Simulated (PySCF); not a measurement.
# Si2H5ClO (SMILES O[SiH]([SiH3])Cl): levels of theory compared

Wanted: a comparison of 6 runs (HF/STO-3G, HF/3-21G, HF/def2-SVP, TPSSh/6-31G, PBE0/def2-SVP, MP2/3-21G) of Si2H5ClO. 

Program for the calculation: PySCF 2.14.0.

## Step 1: Starting point

Si2H5ClO has 9 atoms, charge 0, and is taken as a singlet. SMILES: `O[SiH]([SiH3])Cl`. The shape is that of a PBE0-D4/def2-TZVP optimisation. This is one conformer, not always the lowest.

Bond lengths: O1–Si2 1.639 Å, Si2–Si3 2.335 Å, Si2–Cl4 2.068 Å, O1–H5 0.959 Å, Si2–H6 1.486 Å, Si3–H7 1.487 Å, Si3–H8 1.485 Å, Si3–H9 1.487 Å. Some angles: O1–Si2–Si3 107.4°, O1–Si2–Cl4 110.6°, Si3–Si2–Cl4 108.6°, O1–Si2–H6 111.0°, Si3–Si2–H6 114.5°, Cl4–Si2–H6 104.7°, Si2–O1–H5 118.4°, Si2–Si3–H7 110.4°, Si2–Si3–H8 109.5°, Si2–Si3–H9 108.6°.

## Step 2: Energy and forces at HF/STO-3G (run 1)

job.py

```python
import pyscf.grad
from pyscf import gto, scf

mol = gto.Mole()
mol.atom = '''
O        0.516900       0.942100      -1.606400
Si      -0.265600       0.799800      -0.173200
Si       0.351900      -1.250200       0.759300
Cl      -2.313400       0.805800      -0.459000
H        0.374000       1.735000      -2.126800
H       -0.002900       1.975800       0.697100
H        1.819900      -1.291800       0.992500
H       -0.039700      -2.350400      -0.158700
H       -0.352700      -1.412300       2.058200
'''
mol.charge = 0
mol.basis = 'sto-3g'
mol.max_memory = 1860
mol.verbose = 3
mol.build()

myscf = scf.RHF(mol)
myscf.conv_tol = 1e-10
myscf.kernel()
if not myscf.converged:
    myscf = myscf.newton().run(myscf.mo_coeff, myscf.mo_occ)

e_final = myscf.e_tot
print('E(%s) = %.9f' % ('HF', e_final))
grad = myscf.Gradients().kernel()
dip = myscf.dip_moment()
pop, q = myscf.mulliken_pop()
```

On the command line:

```bash
$ OMP_NUM_THREADS=1 python job.py
```

Log:

```text
converged SCF energy = -1102.61808408013
E(HF) = -1102.618084080
--------------- RHF gradients ---------------
         x                y                z
0 O    -0.0166454001     0.0290478392     0.0036586185
1 Si    -0.0255678431     0.0000310759    -0.0416921251
2 Si    -0.0000313172     0.0042984631    -0.0036194414
3 Cl     0.0180224350    -0.0021051522     0.0042671291
4 H     0.0108173596    -0.0257522610     0.0061053672
5 H     0.0060468008     0.0224930267     0.0177415145
6 H     0.0328769007    -0.0012614940     0.0054330268
7 H    -0.0091877514    -0.0239517316    -0.0208438882
8 H    -0.0163311843    -0.0027997661     0.0289497985
----------------------------------------------
Dipole moment(X, Y, Z, Debye):  2.53433,  0.54120,  0.72052
 ** Mulliken pop  **
pop of  0 O 1s            1.99761
pop of  0 O 2s            1.82095
pop of  0 O 2px           1.77616
pop of  0 O 2py           1.48530
pop of  0 O 2pz           1.40849
pop of  1 Si 1s           1.99963
pop of  1 Si 2s           1.98747
pop of  1 Si 3s           1.21671
pop of  1 Si 2px          1.95999
pop of  1 Si 2py          1.96695
pop of  1 Si 2pz          1.96507
pop of  1 Si 3px          0.54345
pop of  1 Si 3py          0.89021
pop of  1 Si 3pz          0.66831
pop of  2 Si 1s           1.99962
pop of  2 Si 2s           1.98763
pop of  2 Si 3s           1.24765
pop of  2 Si 2px          1.96496
pop of  2 Si 2py          1.96529
pop of  2 Si 2pz          1.96512
pop of  2 Si 3px          0.78351
pop of  2 Si 3py          0.80448
pop of  2 Si 3pz          0.79024
pop of  3 Cl 1s           1.99998
pop of  3 Cl 2s           1.99905
pop of  3 Cl 3s           1.98241
pop of  3 Cl 2px          1.99166
pop of  3 Cl 2py          1.99965
pop of  3 Cl 2pz          1.99938
pop of  3 Cl 3px          1.50998
pop of  3 Cl 3py          1.98083
pop of  3 Cl 3pz          1.96628
pop of  4 H 1s            0.80932
pop of  5 H 1s            1.14799
pop of  6 H 1s            1.14135
pop of  7 H 1s            1.13597
pop of  8 H 1s            1.14136
 ** Mulliken atomic charges  **
charge of    0O =     -0.48851
charge of    1Si =      0.80223
charge of    2Si =      0.49150
charge of    3Cl =     -0.42922
charge of    4H =      0.19068
charge of    5H =     -0.14799
charge of    6H =     -0.14135
charge of    7H =     -0.13597
charge of    8H =     -0.14136
```

Wall time 4.8 s (1 thread of Intel Xeon at 2.50GHz (Skylake/Cascade Lake), shared host); peak memory 0.12 GiB.

## Step 3: Energy and gradient at HF/3-21G (run 2)

input.xyz

```xyz
9

O      0.516900     0.942100    -1.606400
Si    -0.265600     0.799800    -0.173200
Si     0.351900    -1.250200     0.759300
Cl    -2.313400     0.805800    -0.459000
H      0.374000     1.735000    -2.126800
H     -0.002900     1.975800     0.697100
H      1.819900    -1.291800     0.992500
H     -0.039700    -2.350400    -0.158700
H     -0.352700    -1.412300     2.058200
```

job.py

```python
# O[SiH]([SiH3])Cl
from pyscf import gto, scf

mol = gto.M(
    atom='input.xyz',
    basis='3-21g',
    max_memory=1860,
    verbose=4,
    charge=0,
    spin=0,
)

hf = scf.RHF(mol)
hf.conv_tol = 1e-10
hf.kernel()
if not hf.converged:
    hf = hf.newton().run(hf.mo_coeff, hf.mo_occ)

e_final = hf.e_tot
print(f'total energy: {e_final:.8f} hartree')
grad = hf.nuc_grad_method().kernel()
hf.analyze()
```

On the command line:

```bash
$ OMP_NUM_THREADS=1 python job.py
```

Log:

```text
PySCF version 2.14.0

[... 64 lines left out ...]
total energy: -1109.50585853 hartree
[... 21 lines left out ...]
MO #2   energy= -68.3829556854024  occ= 2
[... 7 lines left out ...]
MO #10  energy= -6.11539023792708  occ= 2
[... 7 lines left out ...]
MO #18  energy= -1.11024317670271  occ= 2
[... 7 lines left out ...]
MO #26  energy= -0.488783298473313 occ= 2
[... 7 lines left out ...]
MO #34  energy= 0.229354174075644  occ= 0
[... 7 lines left out ...]
MO #42  energy= 0.500052135927869  occ= 0
[... 7 lines left out ...]
MO #50  energy= 1.26425964145691   occ= 0
[... 7 lines left out ...]
MO #58  energy= 3.13458157197068   occ= 0
[... 70 lines left out ...]
Dipole moment(X, Y, Z, Debye):  2.08667,  1.18222,  0.31106
```

Run time: 4.5 s. Hardware: 1 thread of Intel Xeon at 2.50GHz (Skylake/Cascade Lake), shared host; peak memory 0.13 GiB.

Runs 3 to 5 aren't shown in full; the table further down has their settings and results.

## Step 4: Energy and gradient at MP2/3-21G (run 6)

input.py

```python
# O[SiH]([SiH3])Cl
from pyscf import gto, mp

molecule = gto.Mole()
molecule.atom = '''
O      0.976799     1.780311    -3.035656
Si    -0.501911     1.511403    -0.327301
Si     0.664995    -2.362536     1.434869
Cl    -4.371692     1.522741    -0.867384
H      0.706758     3.278675    -4.019070
H     -0.005480     3.733721     1.317328
H      3.439113    -2.441148     1.875553
H     -0.075022    -4.441612    -0.299900
H     -0.666506    -2.668860     3.889434
'''
molecule.basis = '3-21g'
molecule.verbose = 3
molecule.max_memory = 1860
molecule.unit = 'bohr'
molecule.charge = 0
molecule.build()

mf = molecule.RHF()
mf.conv_tol = 1e-10
mf.kernel()
if not mf.converged:
    mf = mf.newton().run(mf.mo_coeff, mf.mo_occ)

pt = mp.MP2(mf, frozen=16).run()
energy = pt.e_tot
print('Final energy', energy)
grad = pt.nuc_grad_method().kernel()
dip = mf.dip_moment()
pop, q = mf.mulliken_pop()
```

On the command line:

```bash
$ OMP_NUM_THREADS=1 python input.py
```

Log:

```text
converged SCF energy = -1109.50585850906
[... 2 lines left out ...]
Final energy -1109.7759571870513
[... 8 lines left out ...]
Dipole moment(X, Y, Z, Debye):  2.08667,  1.18222,  0.31105
[... 68 lines left out ...]
charge of    8H =     -0.15134
```

Run time: 8.4 s. Hardware: 1 thread of Intel Xeon at 2.50GHz (Skylake/Cascade Lake), shared host; peak memory 0.21 GiB.

## Step 5: The series

```tsv
run	level	integration grid	frozen core orbitals	energy (Eh)	dipole moment (D) of the reference	HOMO energy (eV)	LUMO energy (eV)	wall time
1	HF/STO-3G	–	–	-1102.618084	2.69	-8.89	9.16	4.8 s
2	HF/3-21G	–	–	-1109.505859	2.42	-11.11	3.30	4.5 s
3	HF/def2-SVP	–	–	-1114.840079	1.55	-10.96	3.42	18 s
4	TPSSh/6-31G	5	–	-1117.370734	1.96	-7.71	-0.33	60 s
5	PBE0/def2-SVP	5	–	-1116.632417	1.44	-8.05	0.05	59 s
6	MP2/3-21G	–	16	-1109.775957	2.42	-11.11	3.30	8.4 s
```

## Step 6: Results

| quantity | value |
| --- | --- |
| run 6: total energy | -1109.77596 Eh |
| run 6: dipole moment (Hartree–Fock density) | 2.42 D |
| run 6: HOMO energy (Hartree–Fock orbitals) | -11.11 eV |
| run 6: LUMO energy (Hartree–Fock orbitals) | 3.30 eV |
| run 6: HOMO–LUMO gap (Hartree–Fock orbitals) | 14.41 eV |
| run 6: correlation energy (16 core orbitals frozen) | -270.1 mEh |
| run 6: largest force on an atom | 2.673 eV/Å |

What this shows: Over runs 1, 2, 3, 4, 5 the dipole moment (its size) runs from 1.44 D (PBE0/def2-SVP) to 2.69 D (HF/STO-3G). The two ends differ in method and basis. Over runs 1, 2, 3, 4, 5 the HOMO–LUMO gap runs from 7.38 eV (TPSSh/6-31G) to 18.04 eV (HF/STO-3G). Totals of different functionals can't be ranked against each other. In run 1 the basis is minimal, so the values are rough. All runs together took 2.6 min, the longest 60 s.
